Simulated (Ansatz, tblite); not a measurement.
# The cluster Zn₂I₅−: a ladder of methods and basis sets

How do method and basis change the picture of the cluster Zn₂I₅− (singlet)?

Program: Ansatz 0.2.0, Gaussian basis. Level of theory: as each input shows. These are calculated values, not measurements.

Levels to be run: GFN1-xTB, GFN2-xTB, PBE-D4/def2-SVP, r2SCAN-D4/def2-SVP, r2SCAN0-D4/def2-SVP, BHLYP-D4/def2-SVP, B97M-V/def2-SVP, MP2/def2-SVPD, RPA/def2-SVPD.

8 further runs of the same task are left out: 3 that didn't finish, 5 set aside as unsound or not needed.

**1. The relaxed structure**

The singlet was relaxed beforehand with r2SCAN-D4/def2-SVPD. At that level it is the lowest of the isomers that a small search found.

7 atoms, charge -1, spin multiplicity 1.

Bond lengths: Zn1–I3 2.518 Å, Zn1–I5 2.734 Å, Zn1–I6 2.734 Å, Zn1–I7 2.734 Å, Zn2–I4 2.518 Å, Zn2–I5 2.734 Å, Zn2–I6 2.734 Å, Zn2–I7 2.734 Å. Angles: I3–Zn1–I5 121.7°, I3–Zn1–I6 121.6°, I3–Zn1–I7 121.7°, I5–Zn1–I6 94.9°, I5–Zn1–I7 95.0°, I6–Zn1–I7 95.0°, I4–Zn2–I5 121.7°, I4–Zn2–I6 121.7°, I4–Zn2–I7 121.6°, I5–Zn2–I6 94.9°, I5–Zn2–I7 94.9°, I6–Zn2–I7 95.0°, Zn1–I5–Zn2 63.4°, Zn1–I6–Zn2 63.4°, Zn1–I7–Zn2 63.4°.

I takes a core potential in the def2 sets. No spin-orbit coupling is included. The ion is computed in the gas phase, without counter-ions or solvent.

PBE0-D4/def2-SVP was run before; its log isn't repeated, and its numbers join the tables.

**2. GFN1-xTB**

Tight binding, by tblite at 300 K electronic temperature and without a spin-polarisation term:

```python
tblite.interface.Calculator('GFN1-xTB', numbers, positions, charge=-1, uhf=0).singlepoint()
```

Energy -594.8800 eV, HOMO -5.76 eV, LUMO -1.47 eV; 0.007 s.

**3. GFN2-xTB**

Tight binding, by tblite at 300 K electronic temperature and without a spin-polarisation term:

```python
tblite.interface.Calculator('GFN2-xTB', numbers, positions, charge=-1, uhf=0).singlepoint()
```

Energy -566.3979 eV, HOMO -8.52 eV, LUMO -3.93 eV; 0.01 s.

**4. PBE-D4/def2-SVP**

start.molden holds the orbitals of an earlier run on this state, given as this run's starting guess.

Contents of in.yaml:

```yaml
crystal:
  periodic: [false, false, false]
  atoms:
    - {symbol: Zn, position_ang: [-0.876979, 0.007848, 1.136616]}
    - {symbol: Zn, position_ang: [0.877132, -0.007739, -1.136584]}
    - {symbol: I, position_ang: [-2.416574, 0.019456, 3.129468]}
    - {symbol: I, position_ang: [2.416552, -0.019022, -3.129598]}
    - {symbol: I, position_ang: [1.818461, -0.358449, 1.406062]}
    - {symbol: I, position_ang: [-1.161200, -1.811940, -0.884285]}
    - {symbol: I, position_ang: [-0.657382, 2.169846, -0.521679]}
basis:
  gaussian: {orbitals: def2-SVP, initial_orbitals: start.molden}
total_charge: -1
hamiltonian: {xc: pbe, dispersion: d4}
scf: {omitted_lower_state_checks: [starts]}
output: {forces: true, orbitals: {seedname: orbitals}}
```

Started as:

```bash
> ansatz run in.yaml --threads 4 --pin off --events-out ev --progress --plain --max-ram 4787MiB
```

The runs that follow: r2SCAN-D4/def2-SVP; r2SCAN0-D4/def2-SVP; BHLYP-D4/def2-SVP; B97M-V/def2-SVP; MP2/def2-SVPD; RPA/def2-SVPD.

**Question.** What will the summary of the whole plan be? Wanted: gap in def2-SVP, named functionals, smallest and largest; correlation energy, MP2/def2-SVPD.

**Answer**, as computed:

| quantity | value |
| --- | --- |
| gap in def2-SVP, named functionals, smallest and largest | 3.91 eV (PBE-D4), 7.72 eV (BHLYP-D4) |
| correlation energy, MP2/def2-SVPD | -34.05 eV |

What this shows: Orbital gaps of the named functionals in def2-SVP span 3.91 eV (PBE-D4) to 7.72 eV (BHLYP-D4); exact exchange widens it.
